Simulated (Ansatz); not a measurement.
# Al (diamond type): how the settings move a single-point run

Aim: see which settings change the result for Al (diamond type), by how much, and at what cost.

This is Al in the diamond structure; at room conditions it is fcc.

Program: Ansatz 0.2.0. Level of theory: reference: DFT, LDA, all-electron LAPW, scalar-relativistic. These are calculated values, not measurements.

### 1 The system as given

It takes space group Fd-3m (No. 227, cubic). Conventional cell: a = 5.953 Å, b = 5.953 Å, c = 5.953 Å, α = 90.00°, β = 90.00°, γ = 90.00°. Around Al (site symmetry -43m) lie 4 Al at 2.58 Å.

As a file:

```
Al
1.0
     0.00000    2.97626    2.97626
     2.97626    0.00000    2.97626
     2.97626    2.97626    0.00000
Al
2
Direct
  0.87500 0.87500 0.87500
  0.12500 0.12500 0.12500
```

### 2 The reference run

Contents of input.yaml:

```yaml
crystal:
  lattice:
    - [0.0, 2.9762587008, 2.9762587008]
    - [2.9762587008, 0.0, 2.9762587008]
    - [2.9762587008, 2.9762587008, 0.0]
  atoms:
    - { symbol: Al, position: [-0.125, -0.125, -0.125] }
    - { symbol: Al, position: [0.125, 0.125, 0.125] }
kpoints:
  mp_grid: { grid: [12, 12, 12] }
  band_path:
    path:
      - [0.0, 0.0, 0.0]
      - [0.5, 0.0, 0.5]
      - [0.625, 0.25, 0.625]
      - [0.375, 0.375, 0.75]
      - [0.0, 0.0, 0.0]
      - [0.5, 0.5, 0.5]
      - [0.5, 0.25, 0.75]
      - [0.5, 0.0, 0.5]
    npoints: 14
scf:
  occupations: { method: fermi_dirac, width: 0.08 }
hamiltonian:
  xc: lda
  pseudopotentials: { kind: all_electron, lapw: { basis_error: 0.001 } }
output:
  forces: true
  stress: true
  eigenvalues: true
  populations: true
  dos: { projected: true, de: 0.2, e_range: [-14, 8] }
```

Launch:

```sh
> ansatz run input.yaml --threads 1 --pin off --max-ram 2048MiB --backend cpu --events-out ev --progress --plain --runs-dir out
```

### 3 Changed: occupations.method tetrahedron, preconditioner kerker_dos, width left out

Edit input.yaml of step 2 so:

```diff
@@ -22,3 +22,4 @@
 scf:
-  occupations: { method: fermi_dirac, width: 0.08 }
+  occupations: { method: tetrahedron }
+  mixing: { preconditioner: kerker_dos }
 hamiltonian:
@@ -31,2 +32 @@
   populations: true
-  dos: { projected: true, de: 0.2, e_range: [-14, 8] }
```

Q: Predict the outcome of this session. Wanted: for each run, ending; energy change; pressure; gap; force.

**Answer**, as computed:

| run | ending | energy change | pressure (GPa) | gap (eV) | force (eV/Å) | cycles | time |
| --- | --- | --- | --- | --- | --- | --- | --- |
| reference | converged | 0 | 0.0 | 0.00 | 0.00 | 7 | 12 s |
| 1: occupations.method tetrahedron, preconditioner kerker_dos, width left out | converged | -1.3 meV/atom (σ→0) | -0.1 | 0.00 | 0.00 | 7 | 11 s |

Times don't compare one to one where runs were asked for different outputs or read a saved state (see the inputs); cycles may leave out searches for a lower state.

Residual by cycle in the longest SCF loop of each run; runs are numbered as in the table. The quantity is the density residual dr2, in eV.

| cycle | reference | run 1 |
| --- | --- | --- |
| 1 | 0.105 | 0.104 |
| 2 | 0.0566 | 0.0562 |
| 3 | 0.00402 | 0.00401 |
| 4 | 4.6e-4 | 4.6e-4 |
| 5 | 5.2e-5 | 5.2e-5 |
| 6 | 1.5e-6 | 1.5e-6 |
| 7 | 7.3e-9 | 7.5e-9 |

What this shows: Changing the smearing and mixing moves the energy by -1.3 meV/atom (σ→0 values). Mixing only sets the path, so the shift comes from the other change.
